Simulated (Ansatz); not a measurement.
**CCSD/x2c-SVPall (sfX2C, density fitting with cc-pVTZ-jkfit, paw set gaussian, start density atoms) run of BH3O3 (boric acid)**

What is the energy change on altering one bond length of BH3O3 (boric acid) at CCSD/x2c-SVPall (sfX2C, density fitting with cc-pVTZ-jkfit, paw set gaussian, start density atoms)? 

The calculation is run with Ansatz 0.2.0.

9 further runs of the same task are left out: 2 for a known fault of the program, 3 that didn't finish, 4 set aside as unsound or not needed.

**1. Starting point**

The species is BH3O3 (7 atoms), meant as a singlet with charge 0. SMILES: `OB(O)O`. Geometry: relaxed at PBE0-D4/def2-TZVP.

Bond lengths: O1–B2 1.366 Å, B2–O3 1.366 Å, B2–O4 1.366 Å, O1–H5 0.960 Å, O3–H6 0.960 Å, O4–H7 0.959 Å. Angles: O1–B2–O3 120.0°, O1–B2–O4 120.0°, O3–B2–O4 120.0°, B2–O1–H5 112.2°, B2–O3–H6 112.2°, B2–O4–H7 112.2°.

**2. Energy and forces at CCSD/x2c-SVPall (sfX2C, density fitting with cc-pVTZ-jkfit, paw set gaussian, start density atoms)**

File job.yaml:

```yaml
crystal:
  periodic: [false, false, false]
  atoms:
    - {symbol: O, position_ang: [-1.329950, -0.251650, 0.184550]}
    - {symbol: B, position_ang: [-0.000000, 0.000000, -0.000010]}
    - {symbol: O, position_ang: [0.430260, 1.279290, -0.210830]}
    - {symbol: O, position_ang: [0.899670, -1.027640, 0.026210]}
    - {symbol: H, position_ang: [-1.506600, -1.184610, 0.322580]}
    - {symbol: H, position_ang: [-0.292710, 1.910130, -0.207270]}
    - {symbol: H, position_ang: [1.799320, -0.725540, -0.115220]}
basis:
  gaussian: {orbitals: x2c-SVPall.json, fitting: {mean_field: cc-pVTZ-jkfit}}
hamiltonian: {pseudopotentials: {relativity: scalar}}
correlation: {method: ccsd, electrons: all}
output: {forces: true}
```

The basis set x2c-SVPall is read from a file made from the Basis Set Exchange's data (not shown).

Command:

```bash
$ ansatz run job.yaml --threads 1 --pin off --max-ram 2610MiB --events-out events.jsonl --progress --plain --runs-dir runs
```

Log, cut to the lines that bear on the results:

```text
Warning: RAYON_NUM_THREADS=1 ignored (pool sized by the plan → 1); use --threads N
Functional definition: HF
  name "HF"
[...]
406 factors; integrals over basis functions are off by at most 1.1e-1 eV
[...]
mean field -6834.51136662 eV, -251.1636601250 hartree, gradient 2.5e-6 eV, S^2 0.000000; 0 other end points of the search recorded, 0 dependent functions left out
reference -6834.51136662 eV, -251.1636601250 hartree; 16, 16 occupied and 55, 55 virtual orbitals, 406 factors
second order -17.64514112 eV of doubles, -0.00000000 eV of singles
cycle   1  -17.70410112 eV  change   -5.9e-2 eV  update   8.3e-2
[...]
cycle   9  -18.12955029 eV  change    6.0e-6 eV  update   4.5e-6
[...]
Total energy: -6852.64091690 eV, -251.8299088094 hartree
Relativity: scalar
Atom 0 at    -1.329950    -0.251650     0.184550 Å, force    -0.077965     0.132528    -0.007654 eV/Å
Atom 1 at    -0.000000     0.000000    -0.000010 Å, force    -0.000218     0.000188    -0.000222 eV/Å
Atom 2 at     0.430260     1.279290    -0.210830 Å, force     0.153421    -0.000663    -0.017441 eV/Å
Atom 3 at     0.899670    -1.027640     0.026210 Å, force    -0.075756    -0.132636     0.025550 eV/Å
Atom 4 at    -1.506600    -1.184610     0.322580 Å, force     0.070150    -0.074870     0.001350 eV/Å
Atom 5 at    -0.292710     1.910130    -0.207270 Å, force    -0.099473    -0.022125     0.014192 eV/Å
Atom 6 at     1.799320    -0.725540    -0.115220 Å, force     0.029840     0.097578    -0.015776 eV/Å
Dipole moment:     0.000023    -0.000006     0.000065 e Å
```

Wall time 2.4 s (1 thread of AMD EPYC 9R45 (Zen 5), shared host).

**3. The distorted shape at the same level**

File job.yaml:

```yaml
crystal:
  periodic: [false, false, false]
  atoms:
    - {symbol: O, position_ang: [-1.185364, -0.377811, 0.183838]}
    - {symbol: B, position_ang: [0.144586, -0.126161, -0.000722]}
    - {symbol: O, position_ang: [0.574846, 1.153129, -0.211542]}
    - {symbol: O, position_ang: [1.044256, -1.153801, 0.025498]}
    - {symbol: H, position_ang: [-1.362014, -1.310771, 0.321868]}
    - {symbol: H, position_ang: [-0.292710, 1.910130, -0.207270]}
    - {symbol: H, position_ang: [1.943906, -0.851701, -0.115932]}
basis:
  gaussian: {orbitals: x2c-SVPall.json, fitting: {mean_field: cc-pVTZ-jkfit}}
hamiltonian: {pseudopotentials: {relativity: scalar}}
correlation: {method: ccsd, electrons: all}
output: {forces: true}
```

The basis set x2c-SVPall is read from a file made from the Basis Set Exchange's data (not shown).

Command:

```bash
$ ansatz run job.yaml --threads 1 --pin off --max-ram 2610MiB --events-out events.jsonl --progress --plain --runs-dir runs
```

Log, cut to the lines that bear on the results:

```text
Warning: RAYON_NUM_THREADS=1 ignored (pool sized by the plan → 1); use --threads N
[... 2 set-up lines as earlier in the session ...]
[...]
406 factors; integrals over basis functions are off by at most 1.1e-1 eV
[...]
mean field -6833.66373041 eV, -251.1325100688 hartree, gradient 2.3e-6 eV, S^2 0.000000; 0 other end points of the search recorded, 0 dependent functions left out
reference -6833.66373041 eV, -251.1325100688 hartree; 16, 16 occupied and 55, 55 virtual orbitals, 406 factors
second order -17.83604580 eV of doubles, -0.00000000 eV of singles
cycle   1  -17.84901682 eV  change   -1.3e-2 eV  update   8.7e-2
[...]
cycle  10  -18.31383386 eV  change   -4.9e-6 eV  update   5.1e-6
[...]
Total energy: -6851.97756427 eV, -251.8055310496 hartree
Relativity: scalar
Atom 0 at    -1.185364    -0.377811     0.183838 Å, force    -0.129422     0.056905     0.007799 eV/Å
Atom 1 at     0.144586    -0.126161    -0.000722 Å, force    -0.293552     0.170384     0.012038 eV/Å
Atom 2 at     0.574846     1.153129    -0.211542 Å, force    -3.701077     3.798227    -0.053400 eV/Å
Atom 3 at     1.044256    -1.153801     0.025498 Å, force    -0.023024    -0.121031     0.018021 eV/Å
Atom 4 at    -1.362014    -1.310771     0.321868 Å, force     0.064800    -0.079451     0.002541 eV/Å
Atom 5 at    -0.292710     1.910130    -0.207270 Å, force     4.042458    -3.916876     0.029197 eV/Å
Atom 6 at     1.943906    -0.851701    -0.115932 Å, force     0.039817     0.091842    -0.016196 eV/Å
Dipole moment:    -0.026746     0.030737    -0.000734 e Å
```

It took 2.6 s on 1 thread of AMD EPYC 9R45 (Zen 5), shared host.

**4. Results**

At CCSD/x2c-SVPall (sfX2C, density fitting with cc-pVTZ-jkfit, paw set gaussian, start density atoms):

| quantity | value |
| --- | --- |
| first shape: total energy | -251.82991 Eh |
| first shape: dipole moment (correlated density) | 0.00 D |
| first shape: correlation energy | -666.2 mEh |
| first shape: T1 diagnostic | 0.010 |
| first shape: largest force on an atom | 0.155 eV/Å |
| distorted shape: total energy | -251.80553 Eh |
| distorted shape: dipole moment (correlated density) | 0.20 D |
| distorted shape: correlation energy | -673.0 mEh |
| distorted shape: T1 diagnostic | 0.011 |
| distorted shape: largest force on an atom | 5.629 eV/Å |
| energy change with the O3–H6 bond stretched from 0.960 to 1.151 Å | 0.663 eV |

With the O3–H6 bond stretched from 0.960 to 1.151 Å the energy rises by 0.66 eV (15.3 kcal/mol). The first shape isn't relaxed at this level, so the change isn't measured from a minimum. Mulliken charges (distorted shape) run from -0.33 on O3 to +0.27 on H6; they depend strongly on the basis.
